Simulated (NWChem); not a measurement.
# WH2O3F2 (SMILES [O]=[W]([OH])([OH])([F])[F]) at 3 levels

We compute a comparison of 3 runs (HF/def2-SVP, PBE0/def2-SVP, TPSSh/def2-SVP) of WH2O3F2. 

The results are computed with NWChem 7.3.0.

## 1. The molecule

WH2O3F2 has 8 atoms, charge 0, and is taken as a singlet. SMILES: `[O]=[W]([OH])([OH])([F])[F]`. The coordinates come from a PBE0-D4/def2-TZVP relaxation. This is one conformer, not always the lowest.

Bond lengths: O1–W2 1.681 Å, W2–O3 1.885 Å, W2–O4 1.882 Å, W2–F5 1.878 Å, W2–F6 1.859 Å, O3–H7 0.960 Å, O4–H8 0.959 Å. Some angles: O1–W2–O3 108.4°, O1–W2–O4 99.4°, O1–W2–F5 110.8°, O1–W2–F6 104.0°, O3–W2–O4 90.4°, O3–W2–F5 140.7°, O3–W2–F6 85.1°, O4–W2–F5 85.7°, O4–W2–F6 156.3°, F5–W2–F6 83.1°.

## 2. Energy and gradient at HF/def2-SVP (core potential) (run 1)

Input file mymol.nw:

```
start mymol
title "F2H2O3W"
memory stack 880 mb heap 220 mb global 1100 mb
geometry noautosym nocenter noautoz
 O       -1.389200      -0.414800       1.311400
 W       -0.345400       0.283100       0.194400
 O        1.419600       0.089200       0.827600
 O       -0.106700      -1.181900      -0.962400
 F       -1.305800       1.062900      -1.219100
 F       -0.187700       2.045200       0.764100
 H        1.839500      -0.770700       0.909900
 H        0.168100      -1.170100      -1.881500
end
basis "ao basis" spherical bse
 * library def2-SVP
end
ecp bse
 W library def2-SVP
end
scf
 nopen 0
 rhf
 thresh 1e-08
 maxiter 80
end
task scf gradient
```

Run with:

```bash
$ nwchem mymol.nw > mymol.out
```

Output:

```text
[...]
  functions       =   112
[...]
  wavefunction    = RHF
[...]
         Total SCF energy =   -490.834592399001
      One-electron energy =  -1352.799624219335
      Two-electron energy =    535.092220999656
 Nuclear repulsion energy =    326.872810820679
        Time for solution =     25.2s
[...]
                         RHF ENERGY GRADIENTS
    atom               coordinates                        gradient
                 x          y          z           x          y          z
   1 O      -2.625207  -0.783858   2.478187   -0.029492  -0.020999   0.030018
   2 W      -0.652711   0.534981   0.367363    0.028591   0.023774  -0.032388
   3 O       2.682655   0.168564   1.563937    0.002536   0.015359   0.003444
   4 O      -0.201634  -2.233467  -1.818672   -0.007181  -0.010397   0.011542
   5 F      -2.467604   2.008590  -2.303765   -0.003034   0.001299  -0.001994
   6 F      -0.354702   3.864868   1.443940    0.000357   0.000926   0.001671
   7 H       3.476151  -1.456412   1.719462    0.003331  -0.013206   0.000194
   8 H       0.317663  -2.211168  -3.555519    0.004892   0.003244  -0.012488
[...]
```

Wall time 30 s (1 thread of Intel Xeon 6975P-C (Granite Rapids), shared host); peak memory 0.11 GiB.

## 3. Energy and gradient at PBE0/def2-SVP (core potential) (run 2)

Input file run.py:

```python
from ase import Atoms
from ase.calculators.nwchem import NWChem

molecule = Atoms(['O', 'W', 'O', 'O', 'F', 'F', 'H', 'H'], positions=[
    [-1.389200, -0.414800, 1.311400],
    [-0.345400, 0.283100, 0.194400],
    [1.419600, 0.089200, 0.827600],
    [-0.106700, -1.181900, -0.962400],
    [-1.305800, 1.062900, -1.219100],
    [-0.187700, 2.045200, 0.764100],
    [1.839500, -0.770700, 0.909900],
    [0.168100, -1.170100, -1.881500],
])

calc = NWChem(
    label='a',
    theory='dft',
    memory='2200 mb',
    basis='def2-SVP',
    basispar='spherical bse',
    dft={'xc': 'pbe0', 'mult': '1', 'grid': 'fine', 'convergence': 'energy 1e-08', 'iterations': '100', 'mulliken': None, 'print': 'low'},
    **{'ecp bse': {'W library': 'def2-SVP'}},
)
molecule.calc = calc

forces = molecule.get_forces()
e = molecule.get_potential_energy()
print(f"E = {e:.6f} eV")
print("forces (eV/A):")
for s, f in zip(molecule.symbols, forces):
    print(f"{s:2s} {f[0]:10.5f} {f[1]:10.5f} {f[2]:10.5f}")
```

Run with:

```bash
$ export ASE_NWCHEM_COMMAND="nwchem PREFIX.nwi > PREFIX.nwo"
$ python run.py
```

Output:

```text
E = -13418.155205 eV
forces (eV/A):
O    -0.00021   -0.02288    0.05332
W    -0.06675   -0.10670    0.17859
O    -0.07410    0.07492   -0.06119
O    -0.01527    0.03219    0.12300
F    -0.07281    0.06479   -0.15874
F    -0.00185    0.20733    0.04186
H     0.16208   -0.17967    0.06664
H     0.06885   -0.07004   -0.24348
```

The calculator wrote a.nwi:

```
title "a"

permanent_dir a

scratch_dir a

start a

geometry units angstrom nocenter noautosym noautoz
  O  -1.3892000000000000e+00 -4.1480000000000000e-01 1.3113999999999999e+00
  W  -3.4539999999999998e-01 2.8310000000000002e-01 1.9439999999999999e-01
  O  1.4196000000000000e+00 8.9200000000000002e-02 8.2760000000000000e-01
  O  -1.0670000000000000e-01 -1.1819000000000000e+00 -9.6240000000000003e-01
  F  -1.3058000000000001e+00 1.0629000000000000e+00 -1.2191000000000001e+00
  F  -1.8770000000000001e-01 2.0451999999999999e+00 7.6410000000000000e-01
  H  1.8394999999999999e+00 -7.7070000000000005e-01 9.0990000000000004e-01
  H  1.6810000000000000e-01 -1.1700999999999999e+00 -1.8815000000000000e+00
end

memory 2200 mb

basis spherical bse noprint
   * library def2-SVP
end

dft
  xc pbe0
  mult 1
  grid fine
  convergence energy 1e-08
  iterations 100
  mulliken
  print low
end
ecp bse
  W library def2-SVP
end

task dft gradient
```

a.nwo:

```text
Northwest Computational Chemistry Package (NWChem) 7.3.0
             --------------------------------------------------------

           Job information
           ---------------

    nwchem branch   = 7.3.0
    use scalapack   = T
    input           = a.nwi
    prefix          = a.
    data base       = a/a.db
    status          = startup
    nproc           =        1

           Memory information
           ------------------

    heap     =     72089596 doubles =      550.0 Mbytes
    stack    =     72089601 doubles =      550.0 Mbytes
    global   =    144179200 doubles =     1100.0 Mbytes (distinct from heap & stack)
    total    =    288358397 doubles =     2200.0 Mbytes
    verify   = yes
    hardfail = no

           Directory information
           ---------------------

  0 permanent = a
  0 scratch   = a

                                NWChem Input Module
                                -------------------

                                         a
                                         -

[... 26 lines left out ...]
            Nuclear Dipole moment (a.u.)
[... 81 lines left out ...]
   convergence    iter        energy       DeltaE   RMS-Dens  Diis-err    time
[... 15 lines left out ...]
         Total DFT energy =     -493.108112642652
      One electron energy =    -1354.231106587077
           Coulomb energy =      588.818159883555
    Exchange-Corr. energy =      -54.567976759808
 Nuclear repulsion energy =      326.872810820679
[... 17 lines left out ...]
     -------------------------------------------
      Total Density - Lowdin Population Analysis
     -------------------------------------------

    Atom       Charge   Shell Charges
 -----------   ------   -------------------------------------------------------
    1 O    8     8.10   1.98  0.98  0.69  2.63  1.81  0.02
    2 W   14    13.57   0.00  0.04  1.08  0.79  0.33  0.13  5.00  1.29  0.38  2.82  1.18  0.52
    3 O    8     8.14   1.97  0.88  0.61  2.71  1.95  0.01
[... 4 lines of this table left out ...]
    8 H    1     0.88   0.54  0.15  0.19

                         DFT ENERGY GRADIENTS

    atom               coordinates                        gradient
                 x          y          z           x          y          z
   1 O      -2.625207  -0.783858   2.478187    0.000004   0.000445  -0.001037
   2 W      -0.652711   0.534981   0.367363    0.001298   0.002075  -0.003473
   3 O       2.682655   0.168564   1.563937    0.001441  -0.001457   0.001190
[... 4 lines of this table left out ...]
   8 H       0.317663  -2.211168  -3.555519   -0.001339   0.001362   0.004735

 Task  times  cpu:       27.8s     wall:       27.8s
 Total times  cpu:       27.9s     wall:       27.9s
```

Wall time 29 s (1 thread of Intel Xeon 6975P-C (Granite Rapids), shared host); peak memory 0.14 GiB.

## 4. Energy and gradient at TPSSh/def2-SVP (core potential) (run 3)

Input file a.nw:

```
start a
title "F2H2O3W"
memory total 2200 mb

geometry noautosym nocenter noautoz
   O    -1.389200   -0.414800    1.311400
   W    -0.345400    0.283100    0.194400
   O     1.419600    0.089200    0.827600
   O    -0.106700   -1.181900   -0.962400
   F    -1.305800    1.062900   -1.219100
   F    -0.187700    2.045200    0.764100
   H     1.839500   -0.770700    0.909900
   H     0.168100   -1.170100   -1.881500
end

basis spherical bse
   * library def2-SVP
end

ecp bse
   W library def2-SVP
end

dft
   xc xctpssh
   mult 1
   grid fine
   convergence energy 1e-08
   iterations 100
   mulliken
end

task dft gradient
```

Run with:

```bash
$ nwchem a.nw > a.out
```

Output:

```text
[...]
          Wavefunction type:  closed shell.
          No. of atoms     :     8
          No. of electrons :    58
[...]
          Charge           :     0
          Spin multiplicity:     1
[...]
          AO basis - number of functions:   112
[...]
              XC Information
              --------------
                  TPSS hybrid Method XC Functional
                     Hartree-Fock (Exact) Exchange  0.100
                  TPSS metaGGA Exchange Functional  0.900
             TPSS03 metaGGA Correlation Functional  1.000
[...]
 d= 0,ls=0.0,diis     1   -492.9738524559 -8.20D+02  4.91D-02  4.64D+00     2.6
[...]
 d= 0,ls=0.5,diis    27   -493.5381284254 -8.48D-09  8.80D-07  2.22D-08    61.7
         Total DFT energy =     -493.538128429819
      One electron energy =    -1354.438571180973
           Coulomb energy =      589.046377008724
    Exchange-Corr. energy =      -55.018745078249
 Nuclear repulsion energy =      326.872810820679
[...]
      Total Density - Mulliken Population Analysis
     ---------------------------------------------
    Atom       Charge   Shell Charges
 -----------   ------   -------------------------------------------------------
    1 O    8     8.31   1.99  1.13  0.79  2.76  1.63  0.01
    2 W   14    12.64   0.04 -0.36  1.90  0.49  0.30 -0.00  5.65  0.52  0.21  3.15  0.48  0.27
    3 O    8     8.43   1.99  1.08  0.69  2.87  1.80  0.01
    4 O    8     8.44   1.99  1.07  0.69  2.87  1.80  0.01
    5 F    9     9.34   1.99  1.13  0.82  3.32  2.06  0.00
    6 F    9     9.32   1.99  1.14  0.82  3.32  2.04  0.00
    7 H    1     0.76   0.67  0.03  0.07
    8 H    1     0.76   0.67  0.03  0.07
[...]
  wavefunction    = closed shell
                         DFT ENERGY GRADIENTS
    atom               coordinates                        gradient
                 x          y          z           x          y          z
   1 O      -2.625207  -0.783858   2.478187    0.011948   0.008663  -0.013669
   2 W      -0.652711   0.534981   0.367363   -0.005339  -0.005832   0.005190
   3 O       2.682655   0.168564   1.563937   -0.003286  -0.005179  -0.001151
   4 O      -0.201634  -2.233467  -1.818672    0.001318   0.005508  -0.002653
   5 F      -2.467604   2.008590  -2.303765    0.004697  -0.003628   0.007312
   6 F      -0.354702   3.864868   1.443940   -0.000445  -0.009413  -0.002903
   7 H       3.476151  -1.456412   1.719462   -0.005902   0.008138  -0.001996
   8 H       0.317663  -2.211168  -3.555519   -0.002990   0.001743   0.009871
[...]
```

It took 72 s on 1 thread of Intel Xeon 6975P-C (Granite Rapids), shared host; peak memory 0.14 GiB.

## 5. The series

| run | level | iteration cap | module | energy (Eh) | dipole moment (D) | HOMO energy (eV) | LUMO energy (eV) | wall time |
| --- | --- | --- | --- | --- | --- | --- | --- | --- |
| 1 | HF/def2-SVP (core potential) | 80 | scf | -490.834592 | 4.40 | -14.23 | 0.31 | 30 s |
| 2 | PBE0/def2-SVP (core potential) | 100 | dft | -493.108113 | – | – | – | 29 s |
| 3 | TPSSh/def2-SVP (core potential) | 100 | dft | -493.538128 | 4.10 | -8.78 | -3.52 | 72 s |

## 6. What came out

| quantity | value |
| --- | --- |
| run 3: total energy | -493.53813 Eh |
| run 3: dipole moment | 4.10 D |
| run 3: HOMO energy | -8.78 eV |
| run 3: LUMO energy | -3.52 eV |
| run 3: HOMO–LUMO gap | 5.25 eV |
| run 3: largest force on an atom | 1.034 eV/Å |

In words: Totals of different functionals can't be ranked against each other. All runs together took 2.2 min, the longest 72 s.
